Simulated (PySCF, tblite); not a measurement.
**C₇H₁₁N₃: geometry, infrared bands and NMR shifts**

Aim: predict the infrared bands and NMR shifts of C₇H₁₁N₃ (`CCc1cnnn1C1CC1`).

The runs use tblite 0.8.0 and PySCF 2.14.0, with density-fitted response routines of our own; the level of theory stands in each step. All values are computed, except where a source is named. Atoms count from 0, in the outputs and in this text.

**1. The molecule as given**

21 atoms, charge 0, multiplicity 1; geometry from: force field or distance geometry start.

Bonds of the start (Å): C0–C1 1.52, C1–C2 1.46, C2–C3 1.39, C3–N4 1.33, N4–N5 1.35, N5–N6 1.33, N6–C7 1.45, C7–C8 1.50, C8–C9 1.52, N6–C2 1.35, C9–C7 1.54, C0–H10 1.10, C0–H11 1.13, C0–H12 1.10, C1–H13 1.11, C1–H14 1.12, C3–H15 1.08, C7–H16 1.13, C8–H17 1.13, C8–H18 1.10, C9–H19 1.11, C9–H20 1.09.

**2. Optimising the geometry with GFN2-xTB**

Job settings and geometry (Å):

```
{"job": {"kind": "relax", "xc": "GFN2-xTB", "basis": "xTB"}, "charge": 0, "multiplicity": 1}
C      2.491900    -0.927800    -0.257000
C      1.728900    -0.244600     0.860000
C      0.799200     0.783400     0.412600
C      1.128900     2.124700     0.239100
N      0.040100     2.771000    -0.172300
N     -0.963100     1.881100    -0.287800
N     -0.504400     0.685500     0.067000
C     -1.321000    -0.509200     0.077300
C     -2.171900    -0.843600    -1.107400
C     -2.846700    -0.311800     0.145100
H      2.136100    -0.479200    -1.200000
H      2.181100    -2.008100    -0.319400
H      3.582900    -0.886000    -0.125900
H      2.423700     0.215400     1.590100
H      1.199900    -1.063800     1.417100
H      2.096200     2.565100     0.442500
H     -0.899600    -1.443800     0.546500
H     -2.469100    -1.913000    -1.329700
H     -2.196900    -0.182900    -1.986100
H     -3.125900     0.765600     0.112600
H     -3.319200    -0.961100     0.875300
```

Run with:

```
> OMP_NUM_THREADS=1 python probes_run.py task.json out
```

The driver reads the jobs from task.json and runs them one after another.

**Question.** This job is followed by: GFN2-xTB harmonic vibrations, gas phase; GIAO PBE0/pcSseg-1 NMR shielding, non-relativistic, gas phase. Predict these results of the whole session: strongest single infrared mode (GFN2-xTB); zero-point energy (GFN2-xTB); 13C shifts against TMS (PBE0/pcSseg-1, means over atoms taken as alike); 1H shifts against TMS (PBE0/pcSseg-1, means over atoms taken as alike); 15N shifts against NH3 (PBE0/pcSseg-1).

**Answer**, as computed:

```
                                                               quantity                                     value
                              strongest single infrared mode (GFN2-xTB)                      1368 cm⁻¹, 59 km/mol
                                           zero-point energy (GFN2-xTB)                            109.6 kcal/mol
13C shifts against TMS (PBE0/pcSseg-1, means over atoms taken as alike)  145.1, 135.7, 29.7, 21.0, 17.8, 11.6 ppm
 1H shifts against TMS (PBE0/pcSseg-1, means over atoms taken as alike)    7.42, 3.35, 2.84, 1.78, 1.25, 1.07 ppm
                                 15N shifts against NH3 (PBE0/pcSseg-1)                   385.6, 384.7, 268.9 ppm
```

Over 120 steps the energy fell by 0.737 eV; of the close pairs, N4–N5 changed most, 1.346 to 1.279 Å. No mode is imaginary among the 57: a minimum at this level. The strongest single mode, at 1368 cm⁻¹, has its largest shares on N4, N5 and C3 (the list is cut at 3 atoms). GFN2-xTB is a fitted tight-binding method: band positions and strengths are rough. Its intensities can rank the bands wrongly. At PBE0/pcSseg-1: The largest span, 579 ppm, is at N4, where the paramagnetic term is -446 ppm. NICS(1)zz of -31 ppm above the planar ring from C2 marks a diatropic (aromatic) ring current.
